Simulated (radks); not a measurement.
# Spin polarisation of the 3d shell in V

An exercise on one series of results from a longer session: the logs are not shown, and one member is left open.

Program: radks (a radial shooting solver on a logarithmic mesh, Libxc functionals) version 1. Level of theory: scalar-relativistic Kohn-Sham, r2SCAN, spin-polarised, spherical densities, finite nucleus. These are calculated values, not measurements, unless marked.

### What is computed

| Item | Value |
| --- | --- |
| element | vanadium (Z = 23) |
| charge | 0 |
| electrons | 23 |
| configuration | [Ar] 3d(up 1.5, down 1.5) 4s2 |
| nuclear rms radius | 3.6002 fm |

A shell typed twice in an input gives spin up, then spin down.

The first run:

The run's settings:

```text
Z 23
configuration [Ar] 3d1.5 3d1.5 4s2
relativity scalar-relativistic
functional r2scan,r2scan
spin polarised
nucleus finite rms 3.6002 fm
c 137.035999084
```

Among the steps run: No moment.

One table of the session follows, with a row left open; its other results are not shown here.

It belongs to the step «No moment». Radial moments (bohr):

| level | <r> | outermost maximum (interpolated) | 90 % within | nodes |
| --- | --- | --- | --- | --- |
| 1s | 0.06645 | 0.0435 | 0.119 | 0 |
| 2s | 0.3074 | 0.255 | 0.477 | 1 |
| 2p | 0.2738 | 0.208 | 0.449 | 0 |
| 3s | 0.9484 | 0.819 | 1.42 | 2 |
| 3p | ? | ? | ? | ? |
| 3d | 1.451 | 0.896 | 2.59 | 0 |
| 4s | 3.366 | 2.79 | 5.07 | 3 |

Q: Estimate the row for 3p from the others.

The run gave: <r>: 1.017; outermost maximum (interpolated): 0.845; 90 % within: 1.56; nodes: 1. In the column «<r>» it lies between 3s (0.9484) and 3d (1.451).
